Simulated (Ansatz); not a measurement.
# Cl3FHf: the cost of one run

All numbers below are computed with Ansatz 0.2.0 (RKS PBE0/def2-SVP).

**1. The system as given**

Bond lengths: Hf1–F2 1.980 Å, Hf1–Cl3 2.520 Å, Hf1–Cl4 2.518 Å, Hf1–Cl5 2.518 Å. Angles: F2–Hf1–Cl3 109.5°, F2–Hf1–Cl4 109.5°, F2–Hf1–Cl5 109.5°, Cl3–Hf1–Cl4 109.5°, Cl3–Hf1–Cl5 109.5°, Cl4–Hf1–Cl5 109.5°.

Coordinates:

```xyz
5

Hf    0.0000    0.0000    0.0000
F     0.0000    0.0000    1.9800
Cl    2.3764    0.0000   -0.8392
Cl   -1.1869    2.0563   -0.8392
Cl   -1.1869   -2.0563   -0.8392
```

**2. Preparing the start**

The input, input.yaml:

```yaml
crystal:
  periodic: [false, false, false]
  atoms:
    - { symbol: Hf, position_ang: [0.0, 0.0, 0.0] }
    - { symbol: F, position_ang: [0.0, 0.0, 1.98] }
    - { symbol: Cl, position_ang: [2.3764, 0.0, -0.8392] }
    - { symbol: Cl, position_ang: [-1.1869, 2.0563, -0.8392] }
    - { symbol: Cl, position_ang: [-1.1869, -2.0563, -0.8392] }
basis:
  gaussian: { orbitals: def2-SVP }
hamiltonian:
  xc: pbe0
relax:
  f_tol: 0.02
  max_steps: 40
```

On the command line:

```
$ ansatz run input.yaml --threads 2 --pin off --max-ram 3072MiB --backend cpu --events-out ev --progress --plain --runs-dir out
```

What time and memory should one allow on 2 threads of Arm Neoverse V1, shared host?

About 18 s, with a peak of 0.18 GiB.
